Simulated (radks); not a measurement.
**Valence configurations of Ru**

One table from this session's results is given with a row withheld; the runs are named, their logs left out.

The numbers are computed with radks (a radial shooting solver on a logarithmic mesh, Libxc functionals) version 1 (Dirac Kohn-Sham, LDA (Slater exchange, Perdew-Wang correlation), spin-unpolarised, spherical densities, point nucleus; open shells fill j = l - 1/2 first), except any that are marked as measured or tabulated.

## The system

```
element       : ruthenium (Z = 44)
charge        : 0
electrons     : 44
configuration : [Kr] 4d7 5s1
others tried  : 4d8; 4d7 5s0.5 5p0.5; 4d7 5p1; 4d6 5s2; 4d6 5s1 5p1; 4d6 5p2; 4d6.5 5s1 5p0.5; 4d6.5 5s1.5; 4d5.5 5s1.5 5p1
```

Set-up of the first run:

Input:

```text
Z 44
configuration [Kr] 4d7 5s1
relativity Dirac
functional lda,pw
spin unpolarised
j_filling energy
nucleus point
c 137.035999084
```

Steps of the session up to this table: [Kr] 4d7 5s1.

One table of the session follows, with a row left open; its other results are not shown here.

Radial moments (bohr):

```
level     <r>  outermost maximum (interpolated)  90 % within  nodes
3d3/2  0.3824                             0.299        0.609      0
3d5/2       ?                                 ?            ?      ?
4s1/2   1.018                             0.913         1.48      3
4p1/2   1.106                             0.964         1.64      2
4p3/2   1.138                             0.989         1.69      2
4d3/2   1.692                              1.21         2.79      1
4d5/2   1.721                              1.22         2.85      1
5s1/2   3.341                              2.72         5.06      4
```

Estimate the missing values for 3d5/2.

**Answer.** <r>: 0.3859; outermost maximum (interpolated): 0.302; 90 % within: 0.614; nodes: 0. In the column «<r>» it lies between 3d3/2 (0.3824) and 4s1/2 (1.018).
